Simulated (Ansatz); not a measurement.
**C2Cl2N2Sn: how energies converge with the basis set**

Aim: see how fast density functionals converge with the basis set for C2Cl2N2Sn.

Method: one geometry, several basis sets; program: Ansatz 0.2.0, Gaussian basis.

Levels to be run: PBE0-D4/def2-SVP; ωB97M-V/def2-SVP; PBE0-D4/def2-QZVPP; ωB97M-V/def2-QZVPP; the functionals' def2-TZVPP values are taken from earlier runs.

1 further run of the same task is left out (for a known fault of the program). Runs told in other sessions of the task aren't counted.

## 1. The geometry

The geometry comes from an earlier relaxation with PBE0-D4 in a triple-zeta def2 set; it is a stationary point, not always the lowest conformer. Sn takes the def2 core potential; no spin-orbit term is included.

SMILES `N#[C][Sn]([Cl])([Cl])[C]#N`, 7 atoms, charge 0, spin multiplicity 1.

Atoms are counted from 1 here; the program's logs count them from 0.

Bond lengths: N1–C2 1.151 Å, C2–Sn3 2.083 Å, Sn3–Cl4 2.279 Å, Sn3–Cl5 2.279 Å, Sn3–C6 2.083 Å, C6–N7 1.151 Å. Angles: N1–C2–Sn3 179.8°, C2–Sn3–Cl4 109.3°, C2–Sn3–Cl5 109.3°, C2–Sn3–C6 109.1°, Cl4–Sn3–Cl5 110.6°, Cl4–Sn3–C6 109.3°, Cl5–Sn3–C6 109.2°, Sn3–C6–N7 179.7°.

## 2. PBE0-D4 in def2-SVP

Contents of in.yaml:

```yaml
crystal:
  periodic: [false, false, false]
  atoms:
    - {symbol: N, position_ang: [1.410285, -2.039393, 1.645043]}
    - {symbol: C, position_ang: [0.860739, -1.364741, 0.891310]}
    - {symbol: Sn, position_ang: [-0.129538, -0.146293, -0.477100]}
    - {symbol: Cl, position_ang: [-2.126965, -1.097427, -1.023621]}
    - {symbol: Cl, position_ang: [1.169352, 0.111915, -2.331622]}
    - {symbol: C, position_ang: [-0.468777, 1.717527, 0.388315]}
    - {symbol: N, position_ang: [-0.653896, 2.750313, 0.861976]}
basis:
  gaussian: {orbitals: def2-SVP}
hamiltonian: {xc: pbe0, dispersion: d4}
output: {orbitals: {seedname: orbitals}}
```

On the command line:

```
> ansatz run in.yaml --threads 4 --pin off --events-out ev --progress --plain --max-ram 11315MiB
```

After this run come: ωB97M-V in def2-SVP; PBE0-D4 in def2-QZVPP; ωB97M-V in def2-QZVPP.

Before running them: what should the planned runs give, taken together? Wanted: PBE0-D4: double and triple zeta above quadruple; ωB97M-V: double and triple zeta above quadruple.

The runs gave:

```
                                       quantity           value
PBE0-D4: double and triple zeta above quadruple  15.88, 1.05 eV
ωB97M-V: double and triple zeta above quadruple  15.87, 0.98 eV
```

For PBE0-D4 the step from double to triple zeta gains 14.83 eV and the next only 1.05 eV. These are total energies; as a rule much of such shifts cancels in differences, which this series doesn't test.
